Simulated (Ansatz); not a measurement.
A nudged elastic band was laid between two geometries of a periodic cell of 23 atoms, Si₈O₁₅ (host SiO2, host structure Pbcn, one O atom removed), cell charge +2.

Method: Ansatz 0.2.0, DFT LDA, scalar-relativistic, plane waves, PAW. Settings: PAW set soft_1, cutoff 420 eV, k mesh 2x2x2, fermi-dirac smearing 0.05 eV, no spin polarisation.

| Item | Value |
| --- | --- |
| movable images | 3 |
| climbing image | yes |
| spring | 5.0 eV/Å² |
| optimiser | quadratic models (default) |
| start path | default |
| force threshold | 0.4 eV/Å |
| iteration limit | 50 |
| end points | relaxed |

Image 0:

```xyz
23
Lattice="0.0000 5.0462 4.4946 4.0970 0.0000 4.4946 4.0970 5.0462 0.0000" Properties=species:S:1:pos:R:3
Si 4.122 5.871 1.114
Si 1.871 1.741 3.526
Si 4.085 4.322 7.885
Si 1.984 3.406 1.030
O 2.956 3.079 4.125
O 3.125 4.421 1.843
O 5.040 4.430 4.755
O 1.181 3.069 2.551
O 5.342 1.923 4.919
O 5.055 5.656 2.596
O 7.230 5.700 4.109
Si 4.212 5.640 5.532
Si 6.186 6.806 7.852
Si 4.026 4.222 3.302
Si 6.122 8.381 5.640
O 3.011 8.174 4.135
O 3.158 4.504 6.365
O 0.937 4.485 4.844
O 5.165 8.147 7.099
O 5.096 6.985 4.929
O 5.005 5.656 7.069
O 3.166 5.618 4.119
O 7.088 7.000 6.368
```

Image 4:

```xyz
23
Lattice="0.0000 5.0462 4.4946 4.0970 0.0000 4.4946 4.0970 5.0462 0.0000" Properties=species:S:1:pos:R:3
Si 4.161 5.871 1.180
Si 2.107 1.641 3.451
Si 3.975 4.454 7.939
Si 2.219 3.306 0.957
O 2.844 3.124 4.058
O 3.132 4.438 1.887
O 5.054 4.393 4.867
O 2.908 1.979 1.931
O 5.231 1.969 4.852
O 5.062 5.673 2.640
O 7.244 5.664 4.222
Si 4.103 5.771 5.587
Si 6.162 6.759 7.832
Si 4.065 4.222 3.368
Si 6.098 8.333 5.619
O 3.091 8.155 4.048
O 3.183 4.437 6.402
O 0.924 4.475 4.857
O 5.196 8.140 7.104
O 5.176 6.965 4.842
O 5.029 5.589 7.106
O 3.153 5.609 4.134
O 7.119 6.992 6.373
```

(1) What changes between the two ends?

(2) Give the energies along the band, and the barrier.

(3) What is the geometry of the highest image?

The band took 4 iterations and about 3 core-minutes.

Results:

(1) The atom that moves furthest is O8, by 2.13 Å; four of its nearest neighbours are Si4 1.75, Si2 1.79, Si3 1.92, O5 2.37 Å at the first end and Si2 1.75, Si4 1.79, Si12 1.92, O9 2.37 Å at the last.

(2) The run converged. The highest image is number 2 of 0 to 4, 1.00 eV above the ends, which have the same energy within 2 meV. The threshold of 0.4 eV/Å is loose, so the images may lie well off the minimum-energy path. The order of the point at the top wasn't checked. Limits of this set-up: coarse k mesh, PAW files made for another functional, no spin, though dangling bonds at a vacancy may carry it, a small cell, in which the defect meets its images, a typed lattice constant that wasn't relaxed here, charged cell in a uniform background, uncorrected.

```tsv
image	path coordinate (Å)	energy (eV)	Si3–O8 (Å)	O8–Si12 (Å)
0	0.00	0.00	1.92	3.17
1	0.57	0.51	2.58	3.45
2	1.15	1.00	3.17	3.17
3	1.72	0.51	3.45	2.58
4	2.30	0.00	3.17	1.92
```

(3) 
```xyz
23
Lattice="0.0000 5.0462 4.4946 4.0970 0.0000 4.4946 4.0970 5.0462 0.0000" Properties=species:S:1:pos:R:3
Si 4.186 5.892 1.180
Si 1.968 1.662 3.555
Si 3.964 4.474 7.954
Si 2.122 3.385 0.928
O 2.946 3.117 4.213
O 3.149 4.510 1.815
O 5.061 4.387 4.779
O 2.045 2.524 2.241
O 5.241 1.930 4.764
O 5.038 5.583 2.667
O 7.223 5.706 4.198
Si 4.224 5.619 5.517
Si 6.167 6.767 7.828
Si 4.002 4.202 3.302
Si 6.117 8.372 5.643
O 3.068 8.176 4.065
O 3.167 4.506 6.406
O 0.939 4.477 4.821
O 5.150 8.117 7.071
O 5.119 6.963 4.911
O 5.020 5.587 7.065
O 3.151 5.616 4.156
O 7.134 7.022 6.400
```

The run took 3.2 min on 1 thread of Intel(R) Xeon(R) Processor @ 2.50GHz (Skylake/Cascade Lake), with other jobs on the host, peak memory 0.64 GiB.
